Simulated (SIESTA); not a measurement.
GaGe under changes of volume

One of the cells (24.821 Å³/atom); the others are scaled copies at fixed shape and fractional positions:

```
Ge Ga
1.0
     0.00000    2.91704    2.91704
     2.91704    0.00000    2.91704
     2.91704    2.91704    0.00000
Ge Ga
1 1
Direct
  0.00000 0.00000 0.00000
  0.25000 0.25000 0.25000
```

The cell comes from a database or a generator and needn't be the stable form of this composition.

| Item | Value |
| --- | --- |
| Program | SIESTA 5.4.2 |
| Functional | PBE |
| Potentials or basis | PseudoDojo 0.4 standard (PBE files) |
| Basis | DZP (energy shift 0.002 Ry; radii capped at 9.5 bohr) |
| Grid cutoff | 800 Ry |
| Energy shift | 0.002 Ry |
| k mesh | 8 × 8 × 8 |
| Occupations | fermi-dirac, width 0.05 eV |
| Spin | no spin polarisation |

```csv
volume (Å³/atom),energy over the lowest point (meV/atom),pressure (GPa)
22.875,?,?
23.361,25.21,4.3
23.848,14.19,3.0
24.821,2.00,1.1
25.308,0.00,0.2
25.795,0.94,-0.7
```

What does the run at 22.875 Å³/atom give?

Energy over the lowest point 40.33 meV/atom; pressure 5.7 GPa.

Worked out: A Birch-Murnaghan fit of order 3 (a polynomial in V^(-2/3)) to the other rows has its minimum at 25.40 Å³/atom with B0 = V·E''(V) = 45 GPa and B' = 2.8. It gives 39.65 meV/atom at 22.875 Å³/atom, against the run's 40.33, and -dE/dV = 5.4 GPa, against 5.7.

Energies are extrapolated to zero smearing.

Caveats: semicore shells carry a single zeta, which can move pressures by several GPa and volumes by a few percent; the basis of atomic orbitals isn't converged, which shifts pressures, moduli and gaps.
